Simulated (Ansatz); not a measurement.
# BAs2: the cost of one run

Computed with Ansatz 0.2.0 (DFT PBE, scalar-relativistic, plane waves, PAW, unless a step's input says otherwise).

## (1) The structure to begin with

It takes space group P-3m1 (No. 164, trigonal). Conventional cell: a = 3.294 Å, b = 3.294 Å, c = 5.504 Å, α = 90.00°, β = 90.00°, γ = 120.00°. B (site symmetry -3m) is surrounded by 6 As at 2.35 Å. As (site symmetry 3m) has 3 B at 2.35 Å in its first shell of neighbours.

As a file:

```cif
data_structure
_symmetry_space_group_name_H-M 'P 1'
_symmetry_Int_Tables_number 1
_cell_length_a 3.2943
_cell_length_b 3.2943
_cell_length_c 5.5040
_cell_angle_alpha 90.000
_cell_angle_beta 90.000
_cell_angle_gamma 120.000
_cell_volume 51.73
loop_
_atom_site_label
_atom_site_type_symbol
_atom_site_fract_x
_atom_site_fract_y
_atom_site_fract_z
_atom_site_occupancy
B1 B 0.00000 0.00000 0.00000 1
As1 As 0.33333 0.66667 0.25000 1
As2 As 0.66667 0.33333 0.75000 1
```

A structure generator made this guess: species swapped into a database cell of FeI2 (P-3m1, No. 164), with B on the Fe sites and As on the I sites. The dimensions are guesses.

## (2) The guess as it stands, on a coarse mesh

Input file input.yaml:

```yaml
crystal:
  lattice:
    - [3.29425009, 0.0, 0.0]
    - [-1.64712505, 2.85290427, 0.0]
    - [0.0, 0.0, 5.50400703]
  atoms:
    - { symbol: B, position: [0.0, 0.0, 0.0] }
    - { symbol: As, position: [0.33333333, 0.66666667, 0.25] }
    - { symbol: As, position: [0.66666667, 0.33333333, 0.75] }
basis:
  ecutwfc: 420
kpoints:
  mp_grid: { grid: [6, 6, 4] }
hamiltonian:
  xc: pbe
scf:
  occupations: { method: gaussian, width: 0.1 }
  lower_state_search: "off"
output:
  forces: true
  stress: true
  eigenvalues: true
```

Launch:

```console
> ansatz run input.yaml --threads 1 --pin off --max-ram 2560MiB --backend cpu --events-out ev --progress --plain --runs-dir out
```

Q: Estimate wall time and peak memory on 1 thread of Intel Xeon at 2.50GHz (Skylake/Cascade Lake), shared host.

About 3.8 s, with a peak of 0.33 GiB.
